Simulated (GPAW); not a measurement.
Crystal: PmTe.

```
CELL_PARAMETERS angstrom
4.18125 0.00000 0.00000
-2.09062 3.62107 0.00000
0.00000 0.00000 4.08069
ATOMIC_POSITIONS crystal
Pm 0.00000 0.00000 0.00000
Te 0.66667 0.33333 0.50000
```

The cell comes from a database or a generator and needn't be the stable form of this composition.

Base run:

* Program: GPAW 26.7.0
* Functional: LDA
* Potentials or basis: the program's PAW data sets (release 1.2.1) made for this functional
* Cutoff: 800 eV
* Basis: pw
* k mesh: 5 × 5 × 5
* Occupations: gaussian, width 0.05 eV
* Spin: collinear spin, random start
* Starting moments: [1.37, 0.0] μB
* Hubbard terms: Pm f U = 6 eV

Its results: band gap on the k mesh none (metal or under the smearing width); pressure 5.2 GPa; net moment 5.00 μB per cell; site moments Pm +4.74; Te -0.04 μB.

Problem. The run is repeated on the same cell with these changes: hubbard terms from Pm f U = 6 eV to Pm f U = 5 eV; moments at the start from [1.37, 0.0] to [1.41, 0.0]. What comes out?

Solution. Band gap on the k mesh 0.01 eV, indirect (least direct gap 0.07 eV); pressure 4.2 GPa; net moment 5.00 μB per cell; site moments Pm +4.69; Te -0.04 μB.

Caveats: one-centre terms of the f shell are cut off; the magnetic or orbital state may not be the lowest; spin-orbit coupling is left out, which moves the levels of the heavy elements; the U is typed as a test and isn't derived for this compound; an odd mesh through Γ misses points on the zone boundary, where band edges often lie (some runs).
